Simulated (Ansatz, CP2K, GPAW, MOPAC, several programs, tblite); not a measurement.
# TlSbO2 from cheap methods to r2SCAN

How much accuracy does each second buy? TlSbO2 is computed with 10 methods, from the cheapest up to r2SCAN.

Program: MOPAC, tblite, CP2K, GPAW, Ansatz (versions at each run). Level of theory: no spin polarisation, static lattice; gaps from single points on the cell relaxed beforehand with r²SCAN. These are calculated values, not measurements.

## Step 1: The system as given

The structure is trigonal, space group R-3m (No. 166). The conventional cell has a = 3.516 Å, b = 3.516 Å, c = 19.428 Å, α = 90.00°, β = 90.00°, γ = 120.00°. Around Tl (site symmetry -3m) lie 6 O at 2.89 Å. Sb (site symmetry -3m) is surrounded by 6 O at 2.35 Å. Around O (site symmetry 3m) lie 3 Sb at 2.35 Å and 3 Tl at 2.89 Å.

As a file:

```
CELL_PARAMETERS angstrom
1.75812 1.01505 6.47594
-1.75812 1.01505 6.47594
0.00000 -2.03010 6.47594
ATOMIC_POSITIONS crystal
Tl 0.00000 0.00000 0.00000
Sb 0.50000 0.50000 0.50000
O 0.22712 0.22712 0.22712
O 0.77288 0.77288 0.77288
```

The structure type (I-III-VI2 or I-V-VI2 ordering on rocksalt lattice) is imposed and need not be the compound's stable one.

**Question.** The methods are PM6, PM7, GFN1-xTB (tblite), GFN2-xTB (tblite), PBE/DZVP, PBE/single-zeta, PBE/SZV, coarse PBE, PBE, r2SCAN. What gap does r2SCAN give on this cell, and which other methods (full PBE left aside) come nearest to r2SCAN and farthest in gap, volume and bulk modulus?

| quantity | value |
| --- | --- |
| r2SCAN | no gap, 17.34 Å³/atom, B₀ 96 GPa |
| gap: nearest and farthest of the other methods | PBE/DZVP, PBE/single-zeta, PBE/SZV, coarse PBE (about 0.00 eV off); PM7 (+2.95 eV) |
| volume: nearest and farthest of the other methods | coarse PBE (+1.2 %), GFN1-xTB (tblite) (-7.2 %) |
| bulk modulus: nearest and farthest of the other methods | GFN2-xTB (tblite), PBE/DZVP (about 13 % off); GFN1-xTB (tblite) (+38 %) |

What this shows: For the gap (full PBE left aside), PBE/DZVP, PBE/single-zeta, PBE/SZV, coarse PBE tie for nearest to r2SCAN; PM7 is farthest. For the volume, of the 4 methods compared (full PBE left aside), coarse PBE comes nearest to r2SCAN and GFN1-xTB (tblite) is farthest. For the bulk modulus (full PBE left aside), GFN2-xTB (tblite), PBE/DZVP tie for nearest to r2SCAN; GFN1-xTB (tblite) is farthest. A minimal basis or a coarse cutoff and mesh shifts results by its own error, so closeness to r2SCAN can be chance. Cluster runs see only the k-points that fold onto the zone centre, so their gaps can miss the band edges. No volume is given for PM6, PM7, PBE/single-zeta, PBE/SZV, which can hide a larger miss. The crystal is layered or molecular; volumes and moduli at fixed shape hide how each method binds the layers. Overlaps count as a gap of zero in the misses; they are PBE/DZVP -0.32, PBE/single-zeta -0.25, PBE/SZV -0.11, coarse PBE -0.28, PBE -0.26, r2SCAN -0.19 eV. CPU times run from 1.4 s (coarse PBE) to 74 s (PBE/DZVP). On this cell PM6, PM7, PBE/DZVP, PBE/SZV cost more than r2SCAN itself (16 s), so they are no saving here. PM6, PM7, GFN1-xTB (tblite), GFN2-xTB (tblite) disagree with r2SCAN even on whether there is a gap. Semilocal functionals can close a small real gap, so r2SCAN's «no gap» may be its own error. r2SCAN is a yardstick, not the truth. Spin-orbit coupling is left out throughout.
